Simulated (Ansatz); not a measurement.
# Li4F: the cost of one run

Method: DFT PBE, scalar-relativistic, plane waves, PAW, in Ansatz 0.2.0.

1 further run of the same task is left out (it didn't finish).

## 1. Starting point

Symmetry: P6/mmm, No. 191, hexagonal system. Conventional cell: a = 3.509 Å, b = 3.509 Å, c = 3.515 Å, α = 90.00°, β = 90.00°, γ = 120.00°. Li (site symmetry 3m) is surrounded by 1 Li at 1.06 Å. Around F (site symmetry 6/mmm) lie 12 Li at 2.37 Å.

Coordinates:

```cif
data_structure
_symmetry_space_group_name_H-M 'P6/mmm'
_symmetry_Int_Tables_number 191
_cell_length_a 3.5089
_cell_length_b 3.5089
_cell_length_c 3.5147
_cell_angle_alpha 90.000
_cell_angle_beta 90.000
_cell_angle_gamma 120.000
_cell_volume 37.48
loop_
_atom_site_label
_atom_site_type_symbol
_atom_site_symmetry_multiplicity
_atom_site_Wyckoff_symbol
_atom_site_fract_x
_atom_site_fract_y
_atom_site_fract_z
_atom_site_occupancy
Li1 Li 4 h 0.33333 0.66667 0.15020 1
F1 F 1 b 0.00000 0.00000 0.50000 1
```

Recipe of the guess: random cell by space group and Wyckoff sites (P6/mmm, No. 191). Its size is a rough estimate.

## 2. The guess as it stands, on a coarse mesh

Contents of input.yaml:

```yaml
crystal:
  lattice:
    - [3.5089125, 0.0, 0.0]
    - [-1.75445625, 3.03880737, 0.0]
    - [0.0, 0.0, 3.51474963]
  atoms:
    - { symbol: Li, position: [0.33333333, 0.66666667, 0.15020107] }
    - { symbol: Li, position: [0.33333333, 0.66666667, 0.84979893] }
    - { symbol: Li, position: [0.66666667, 0.33333333, 0.84979893] }
    - { symbol: Li, position: [0.66666667, 0.33333333, 0.15020107] }
    - { symbol: F, position: [0.0, 0.0, 0.5] }
basis:
  ecutwfc: 420
kpoints:
  mp_grid: { grid: [6, 6, 6] }
hamiltonian:
  xc: pbe
scf:
  occupations: { method: gaussian, width: 0.1 }
  lower_state_search: "off"
output:
  forces: true
  stress: true
  eigenvalues: true
```

On the command line:

```sh
$ ansatz run input.yaml --threads 1 --pin off --max-ram 2560MiB --backend cpu --events-out ev --progress --plain --runs-dir out
```

What time and memory should one allow on 1 thread of Arm Neoverse V1, shared host?

About 1.1 s, with a peak of 0.27 GiB.
